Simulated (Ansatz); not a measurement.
Geometry optimisation, DFT PBEsol, scalar-relativistic, plane waves, PAW in Ansatz.

Input:

```yaml
crystal:
  lattice:
    - [5.9, 0.0, 0.0]
    - [-4.425, 7.664325, 0.0]
    - [0.0, 0.0, 4.6846]
  atoms:
    - { symbol: Ti, position: [0.0, 0.0, 0.0] }
    - { symbol: Ti, position: [0.16666666, 0.22222222, 0.5] }
    - { symbol: Ti, position: [-1.0e-08, 0.33333333, 0.0] }
    - { symbol: Ti, position: [0.16666666, 0.55555554, 0.5] }
    - { symbol: Ti, position: [-1.0e-08, 0.66666665, 0.0] }
    - { symbol: Ti, position: [0.16666665, 0.88888887, 0.5] }
    - { symbol: Ti, position: [0.5, 0.0, 0.0] }
    - { symbol: Ti, position: [0.66666666, 0.22222222, 0.5] }
    - { symbol: Ti, position: [0.49999999, 0.33333333, 0.0] }
    - { symbol: Ti, position: [0.66666666, 0.55555554, 0.5] }
    - { symbol: Ti, position: [0.49999999, 0.66666665, 0.0] }
    - { symbol: Ti, position: [0.66666665, 0.88888887, 0.5] }
    - { symbol: H, position: [0.83785804, 0.43873964, 0.25544067] }
basis:
  ecutwfc: 420.0
kpoints:
  mp_grid: { grid: [4, 3, 5] }
hamiltonian:
  xc: pbesol
scf:
  occupations: { method: gaussian, width: 0.1 }
  lower_state_search: "off"
relax:
  f_tol: 0.03
  max_steps: 60
  adjacent_minimum: "off"
```

Run as:

```bash
$ ansatz run input.yaml --threads 4 --pin off --max-ram 10240MiB --backend cpu --events-out ev --progress --plain --runs-dir out
```

Task: Where does it end, and by what steps?

Result: The forces met the threshold. The force dipped under the threshold on the way, but the program's further checks kept it going. Limits of this set-up: coarse k mesh, odd electron count without spin, a small cell, in which the defect meets its images. After 3 steps the energy has fallen by 0.050 eV; H13 moved furthest, 0.05 Å.

```json
{"step": "0", "energy less start (eV)": "0.0000", "largest force component (eV/Å)": "0.349", "accepted": "yes"}
{"step": "1", "energy less start (eV)": "-0.0168", "largest force component (eV/Å)": "0.381", "accepted": "yes"}
{"step": "2", "energy less start (eV)": "-0.0495", "largest force component (eV/Å)": "0.028", "accepted": "yes"}
{"step": "3", "energy less start (eV)": "-0.0495", "largest force component (eV/Å)": "0.028", "accepted": "yes"}
```

```xyz
13
Lattice="5.9000 0.0000 0.0000 -4.4250 7.6643 0.0000 0.0000 0.0000 4.6846" Properties=species:S:1:pos:R:3
Ti 0.006 0.002 -0.016
Ti 0.002 1.683 2.345
Ti -1.442 2.533 0.002
Ti -1.435 4.277 2.346
Ti -2.946 5.139 0.007
Ti -2.942 6.820 2.349
Ti 2.949 -0.014 -0.005
Ti 2.953 1.673 2.335
Ti 1.439 2.528 -0.001
Ti 1.445 4.275 2.348
Ti 0.006 5.123 0.003
Ti 0.003 6.805 2.362
H 2.964 3.396 1.176
```

Whether the end is a true minimum wasn't checked by a vibrational analysis.

Time of the run: 33 s on 4 threads of Intel(R) Xeon(R) Platinum 8375C CPU @ 2.90GHz (Ice Lake), with other jobs on the host, peak memory 1 GiB.
